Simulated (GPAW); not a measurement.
The system is SiO.

```
Si O
1.0
     0.00000    2.43364    2.43364
     2.43364    0.00000    2.43364
     2.43364    2.43364    0.00000
Si O
1 1
Direct
  0.75000 0.75000 0.75000
  0.00000 0.00000 0.00000
```

The cell was built by a generator and needn't be a form met in nature.

* Program: GPAW 26.7.0
* Task: relaxation of cell and atoms
* Functional: PBE
* Dispersion: D3(op)
* Potentials or basis: GPAW PAW data sets (gpaw-data 1.2.1)
* Cutoff: 800 eV
* Basis: pw
* k mesh: 9 × 9 × 9
* Occupations: fermi-dirac, width 0.05 eV
* Spin: no spin polarisation

At the start: pressure 6.8 GPa; volume 14.41 Å³/atom.

Problem. Where does the relaxation end?

Solution. Over 5 steps the energy falls by 12.5 meV/atom and the volume is 14.93 Å³/atom (+3.6 %); space group F-43m (No. 216, to 0.05 Å).

Step by step:
```
step  energy change (eV)  largest force (eV/Å)  pressure (GPa)  volume (Å³)
   1              0.0000                0.0000            6.79        28.83
   2             -0.0144                0.0000            4.91        29.21
   3             -0.0221                0.0000           -2.35        30.27
   4             -0.0250                0.0000           -0.27        29.91
   5             -0.0250                0.0000            0.03        29.87
```

Final structure:
```
Si O
1.0
     0.00000    2.46260    2.46260
     2.46260    0.00000    2.46260
     2.46260    2.46260    0.00000
Si O
1 1
Direct
  0.75000 0.75000 0.75000
  0.00000 0.00000 0.00000
```

Caveat: later steps reuse the first step's grids; pairwise dispersion overbinds metals, which lowers pressure and volume.
